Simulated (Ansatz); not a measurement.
# C₃H₉O₃Y: up Jacob's ladder to CCSD(T)

One table from this session's results is given with a row withheld; the runs are named, their logs left out.

The runs use Ansatz 0.2.0, Gaussian basis; functionals in def2-TZVPP, the program's frozen cores in correlated methods.

Plan: LDA (SPW92), PBE-D4, revPBE-D4, BLYP-D4, r2SCAN-D4, B97M-V, PBE0-D4, B3LYP-D4, r2SCANh-D4, r2SCAN0-D4, HSE06-D4, BHLYP-D4, CAM-B3LYP-D4, LC-ωPBE, ωB97X-V, ωB97M-V, B2PLYP, PBE-QIDH; CCSD(T)/def2-SVP; CCSD(T)/def2-TZVPP; MP2/def2-QZVPP; extrapolation to the limit; RPA on PBE.

### The relaxed structure

An earlier PBE0-D4 in a triple-zeta def2 set relaxation fixed the geometry. Y takes the def2 core potential; no spin-orbit term is included.

SMILES `C[O][Y]([O]C)[O]C`, 16 atoms, charge 0, spin multiplicity 1.

Atoms are counted from 1 here; the program's logs count them from 0.

Bond lengths: C1–O2 1.384 Å, C1–H8 1.098 Å, C1–H9 1.099 Å, C1–H10 1.098 Å, O2–Y3 2.030 Å, Y3–O4 2.030 Å, Y3–O6 2.030 Å, O4–C5 1.384 Å, C5–H11 1.099 Å, C5–H12 1.098 Å, C5–H13 1.099 Å, O6–C7 1.384 Å, C7–H14 1.099 Å, C7–H15 1.098 Å, C7–H16 1.098 Å. Angles: O2–C1–H8 111.4°, O2–C1–H9 111.6°, O2–C1–H10 111.4°, H8–C1–H9 107.5°, H8–C1–H10 107.2°, H9–C1–H10 107.4°, C1–O2–Y3 179.6°, O2–Y3–O4 120.1°, O2–Y3–O6 119.9°, O4–Y3–O6 120.0°, Y3–O4–C5 179.4°, O4–C5–H11 111.5°, O4–C5–H12 111.4°, O4–C5–H13 111.6°, H11–C5–H12 107.2°, H11–C5–H13 107.5°, H12–C5–H13 107.4°, Y3–O6–C7 179.4° and more.

Set-up of the first run:

The input, in.yaml:

```yaml
crystal:
  periodic: [false, false, false]
  atoms:
    - {symbol: C, position_ang: [-3.384288, 0.450619, 0.065477]}
    - {symbol: O, position_ang: [-2.013564, 0.259832, 0.045883]}
    - {symbol: Y, position_ang: [-0.001404, -0.006843, 0.015458]}
    - {symbol: O, position_ang: [0.782386, -1.862983, 0.264365]}
    - {symbol: C, position_ang: [1.327909, -3.124824, 0.424965]}
    - {symbol: O, position_ang: [1.226750, 1.581980, -0.280185]}
    - {symbol: C, position_ang: [2.052106, 2.673798, -0.486214]}
    - {symbol: H, position_ang: [-3.833500, 0.041255, 0.980498]}
    - {symbol: H, position_ang: [-3.645068, 1.516754, 0.017508]}
    - {symbol: H, position_ang: [-3.869945, -0.045828, -0.785526]}
    - {symbol: H, position_ang: [0.808468, -3.869057, -0.193908]}
    - {symbol: H, position_ang: [1.256507, -3.461840, 1.467967]}
    - {symbol: H, position_ang: [2.390103, -3.144823, 0.145131]}
    - {symbol: H, position_ang: [1.473513, 3.592555, -0.653732]}
    - {symbol: H, position_ang: [2.707242, 2.849532, 0.377769]}
    - {symbol: H, position_ang: [2.699884, 2.527374, -1.361155]}
basis:
  gaussian: {orbitals: def2-TZVPP}
hamiltonian: {xc: lda}
output: {orbitals: {seedname: orbitals}}
```

The run is started by

```sh
$ ansatz run in.yaml --threads 2 --pin off --events-out ev --progress --plain --max-ram 22528MiB --backend cuda --devices 0, --max-vram 18GiB
```

Among the steps run: LDA; PBE-D4 (GGA); revPBE-D4 (GGA); BLYP-D4 (GGA); r2SCAN-D4 (meta-GGA); B97M-V (meta-GGA); B3LYP-D4 (hybrid); r2SCANh-D4 (hybrid); r2SCAN0-D4 (hybrid); HSE06-D4 (hybrid); BHLYP-D4 (hybrid); CAM-B3LYP-D4 (range-separated); LC-ωPBE (range-separated); ωB97X-V (range-separated); ωB97M-V (range-separated); B2PLYP (double hybrid); PBE-QIDH (double hybrid).

One table of the session follows, with a row left open; its other results are not shown here.

It belongs to the step «Frontier levels by functional». 

| functional | HOMO (eV) | LUMO (eV) | gap (eV) |
| --- | --- | --- | --- |
| LDA (SPW92) | -5.74 | -2.32 | 3.41 |
| PBE-D4 | -5.59 | -2.16 | 3.43 |
| revPBE-D4 | -5.53 | -2.06 | 3.47 |
| BLYP-D4 | ? | ? | ? |
| r2SCAN-D4 | -5.89 | -1.71 | 4.18 |
| B97M-V | -6.00 | -2.05 | 3.95 |
| PBE0-D4 | -7.10 | -1.42 | 5.69 |
| B3LYP-D4 | -6.87 | -1.75 | 5.12 |
| r2SCANh-D4 | -6.46 | -1.48 | 4.98 |
| r2SCAN0-D4 | -7.32 | -1.14 | 6.18 |
| HSE06-D4 | -6.70 | -1.77 | 4.92 |
| BHLYP-D4 | -8.58 | -0.89 | 7.69 |
| CAM-B3LYP-D4 | -8.53 | -0.71 | 7.82 |
| LC-ωPBE | -9.85 | 0.49 | 10.34 |
| ωB97X-V | -9.53 | 0.28 | 9.81 |
| ωB97M-V | -9.49 | -0.22 | 9.27 |

Estimate the missing values for BLYP-D4.

Worked estimate for «HOMO (eV)». Against the share of exact exchange, B3LYP-D4 (0.2, -6.87), BHLYP-D4 (0.5, -8.58) give a slope of -5.70 per unit share; at 0 the line stands at -5.73.

**Answer.** HOMO (eV): -5.50; LUMO (eV): -2.18; gap (eV): 3.32. In «HOMO (eV)» the line misses by -0.23.
